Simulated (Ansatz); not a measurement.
**LiF (Griceite): further runs on the relaxed cell**

The task here is to estimate one member of a computed series from the others.

Program: Ansatz 0.2.0. Level of theory: DFT PBE, scalar-relativistic, plane waves, PAW. These are calculated values, not measurements.

1 further run of the same task is left out (set aside as unsound or not needed).

### The structure to begin with

Symmetry: Fm-3m, No. 225, cubic system. The conventional cell has a = 4.067 Å, b = 4.067 Å, c = 4.067 Å, α = 90.00°, β = 90.00°, γ = 90.00°. Li (site symmetry m-3m) has 6 F at 2.03 Å as nearest neighbours. F (site symmetry m-3m) is surrounded by 6 Li at 2.03 Å.

As a file:

```cif
data_structure
_symmetry_space_group_name_H-M 'Fm-3m'
_symmetry_Int_Tables_number 225
_cell_length_a 4.0671
_cell_length_b 4.0671
_cell_length_c 4.0671
_cell_angle_alpha 90.000
_cell_angle_beta 90.000
_cell_angle_gamma 90.000
_cell_volume 67.27
loop_
_atom_site_label
_atom_site_type_symbol
_atom_site_symmetry_multiplicity
_atom_site_Wyckoff_symbol
_atom_site_fract_x
_atom_site_fract_y
_atom_site_fract_z
_atom_site_occupancy
Li1 Li 4 a 0.00000 0.00000 0.00000 1
F1 F 4 b 0.50000 0.00000 0.00000 1
```

This cell was relaxed beforehand with the same method: volume 8.41 Å³/atom, gap on the mesh 8.84 eV.

Set-up of the first run:

Contents of input.yaml:

```yaml
crystal:
  lattice:
    - [0.0, 2.0335339274, 2.0335339274]
    - [2.0335339274, 0.0, 2.0335339274]
    - [2.0335339274, 2.0335339274, 0.0]
  atoms:
    - { symbol: Li, position: [0.0, 0.0, 0.0] }
    - { symbol: F, position: [0.5, 0.5, 0.5] }
basis:
  ecutwfc: 420
kpoints:
  mp_grid: { grid: [10, 10, 10] }
  band_path:
    path:
      - [[0.0, 0.0, 0.0], [0.5, 0.0, 0.5], [0.625, 0.25, 0.625]]
      - [[0.375, 0.375, 0.75], [0.0, 0.0, 0.0], [0.5, 0.5, 0.5], [0.5, 0.25, 0.75], [0.5, 0.0, 0.5]]
    npoints: 14
hamiltonian:
  xc: pbe
scf:
  occupations: { method: gaussian, width: 0.02 }
  n_extra_bands: 6
output:
  forces: true
  stress: true
  eigenvalues: true
  populations: true
  dos: { projected: true, de: 0.02, nscf_kmesh: { grid: [15, 15, 15] } }
  bader: true
  write_density: true
  write_potential: true
  elf: true
  volumetric_format: npy
```

Started as:

```console
ansatz run input.yaml --threads 1 --pin off --max-ram 2560MiB --backend cpu --events-out ev --progress --plain --runs-dir out
```

Among the steps run: Bands, states and charges; Seeking the band edges over the whole zone; Eigenvalues a small step from each edge; The cell as listed, for comparison; Volume × 0.97; Volume × 1.03; The cell scaled to 0.94 of its volume; Point at V/V0 = 1.06; Volume × 0.91; Volume × 1.10; Volume × 0.88.

One table of the session follows, with a row left open; its other results are not shown here.

It belongs to the step «Energy against volume». 

```
volume (Å³/atom)  energy above the lowest point (meV/atom)  pressure (GPa)  gap on the mesh (eV)
           7.400                                      32.0           11.28                 10.02
           7.652                                      17.0            7.77                  9.69
           7.905                                       7.2            4.79                  9.39
           8.157                                       1.7            2.24                  9.10
           8.409                                       0.0            0.04                  8.84
           8.661                                         ?               ?                     ?
           8.914                                       5.6           -3.44                  8.35
           9.250                                      14.7           -5.23                  8.07
```

**Question.** Estimate the row for volume (Å³/atom) = 8.661.

Worked estimate for «energy above the lowest point (meV/atom)». A straight line through the neighbours (8.409, 0.0) and (8.914, 5.6) gives 0.0 + (5.6 − 0.0) × (8.661 − 8.409) / (8.914 − 8.409) = 2.8; a parabola fitted to 4 rows on both sides gives 1.5.

**Answer.** energy above the lowest point (meV/atom): 1.4; pressure (GPa): -1.83; gap on the mesh (eV): 8.59. In «energy above the lowest point (meV/atom)» the line misses by +1.4 and the parabola by +0.1.
